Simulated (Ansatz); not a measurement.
# CNNaO (SMILES N#C[O][Na]): single points off equilibrium

An exercise on one series of results from a longer session: the logs are not shown, and one member is left open.

The runs use Ansatz 0.2.0, Gaussian basis; single points in def2-TZVPP.

Correlated methods freeze the cores. The outer core shell of Li, Na, Mg and K is correlated.

### Starting geometry

4 atoms, charge 0, spin multiplicity 1.

Atoms are counted from 1 here; the program's logs count them from 0.

Bond lengths: N1–C2 1.174 Å, C2–O3 1.254 Å, C2–Na4 2.812 Å, O3–Na4 1.844 Å. Angles: N1–C2–O3 170.8°, N1–C2–Na4 141.8°, O3–C2–Na4 30.4°, C2–O3–Na4 129.4°, C2–Na4–O3 20.2°.

Coordinates:

```
N     1.1049   -0.8070    1.2006
C     0.1942   -0.3496    0.6181
O    -0.6423    0.2548   -0.0939
Na   -0.4739    0.8835   -1.8188
```

Set-up of the first run:

Input file run/in.yaml:

```yaml
crystal:
  periodic: [false, false, false]
  atoms:
    - {symbol: N, position_ang: [1.104900, -0.807000, 1.200600]}
    - {symbol: C, position_ang: [0.194200, -0.349600, 0.618100]}
    - {symbol: O, position_ang: [-0.642300, 0.254800, -0.093900]}
    - {symbol: Na, position_ang: [-0.473900, 0.883500, -1.818800]}
basis:
  gaussian: {orbitals: def2-TZVPP}
correlation: {method: ccsd_t}
output: {forces: true}
```

The command line of these runs was not kept.

Steps of the session up to this table: CCSD(T)/def2-TZVPP; PBE0-D4/def2-TZVPP; wB97M-V/def2-TZVPP; r2SCAN-D4/def2-TZVPP; PBE-D4/def2-TZVPP; wB97X-V/def2-TZVPP; SPW92/def2-TZVPP.

One table of the session follows, with a row left open; its other results are not shown here.

```
   method  RMS force component (eV/Å)  angle to CCSD(T) forces (°)  dipole (D)
  CCSD(T)                       1.040                    reference       11.44
  PBE0-D4                       1.146                         21.9       11.48
  wB97M-V                       1.148                         27.3       11.43
r2SCAN-D4                       1.125                         11.7       11.60
   PBE-D4                           ?                            ?           ?
  wB97X-V                       1.150                         24.0       11.49
    SPW92                       0.990                         14.5       11.39
```

Q: Estimate the row for PBE-D4 from the others.

As computed: RMS force component (eV/Å): 1.101; angle to CCSD(T) forces (°): 8.6; dipole (D): 11.36. In the column «RMS force component (eV/Å)» it lies between CCSD(T) (1.040) and r2SCAN-D4 (1.125).
